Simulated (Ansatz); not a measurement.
# H4SSeSn: basis-set convergence

An exercise on one series of results from a longer session: the logs are not shown, and one member is left open.

Method: one geometry, several basis sets; program: Ansatz 0.2.0, Gaussian basis.

Levels to be run: PBE0-D4/def2-SVP; ωB97M-V/def2-SVP; PBE0-D4/def2-QZVPP; ωB97M-V/def2-QZVPP; the functionals' def2-TZVPP values are taken from earlier runs.

## The relaxed structure

The geometry comes from an earlier relaxation with PBE0-D4 in a triple-zeta def2 set; it is a stationary point, not always the lowest conformer. Sn takes the def2 core potential; no spin-orbit term is included.

SMILES `[SH][SnH2][SeH]`, 7 atoms, charge 0, spin multiplicity 1.

Atoms are counted from 1 here; the program's logs count them from 0.

Bond lengths: S1–Sn2 2.401 Å, S1–H4 1.343 Å, Sn2–Se3 2.531 Å, Sn2–H5 1.701 Å, Sn2–H6 1.704 Å, Se3–H7 1.468 Å. Angles: Sn2–S1–H4 93.5°, S1–Sn2–Se3 110.7°, S1–Sn2–H5 104.6°, S1–Sn2–H6 110.6°, Se3–Sn2–H5 109.5°, Se3–Sn2–H6 107.5°, H5–Sn2–H6 113.9°, Sn2–Se3–H7 91.2°.

The first run:

in.yaml

```yaml
crystal:
  periodic: [false, false, false]
  atoms:
    - {symbol: S, position_ang: [-1.812438, -0.310431, -1.304669]}
    - {symbol: Sn, position_ang: [0.176300, 0.590792, -0.305270]}
    - {symbol: Se, position_ang: [1.734469, -1.266716, 0.420813]}
    - {symbol: H, position_ang: [-2.127010, -1.037723, -0.220015]}
    - {symbol: H, position_ang: [0.909077, 1.493923, -1.546485]}
    - {symbol: H, position_ang: [-0.210330, 1.507499, 1.078575]}
    - {symbol: H, position_ang: [1.391232, -1.045345, 1.831350]}
basis:
  gaussian: {orbitals: def2-SVP}
hamiltonian: {xc: pbe0, dispersion: d4}
output: {orbitals: {seedname: orbitals}}
```

Among the steps run: PBE0-D4 in def2-SVP; ωB97M-V in def2-SVP; PBE0-D4 in def2-QZVPP; ωB97M-V in def2-QZVPP.

One of the session's tables, all rows but one given; the rest of the session is left out.

It belongs to the step «Density functionals: the series». 

```
functional       basis  HOMO (eV)
   PBE0-D4    def2-SVP      -6.97
   PBE0-D4  def2-TZVPP      -7.10
   PBE0-D4  def2-QZVPP      -7.12
   ωB97M-V    def2-SVP      -9.06
   ωB97M-V  def2-TZVPP          ?
   ωB97M-V  def2-QZVPP      -9.24
```

Q: Estimate the row for ωB97M-V, def2-TZVPP from the others.

The run gave: HOMO (eV): -9.21. In the column «HOMO (eV)» it lies between ωB97M-V, def2-QZVPP (-9.24) and ωB97M-V, def2-SVP (-9.06).
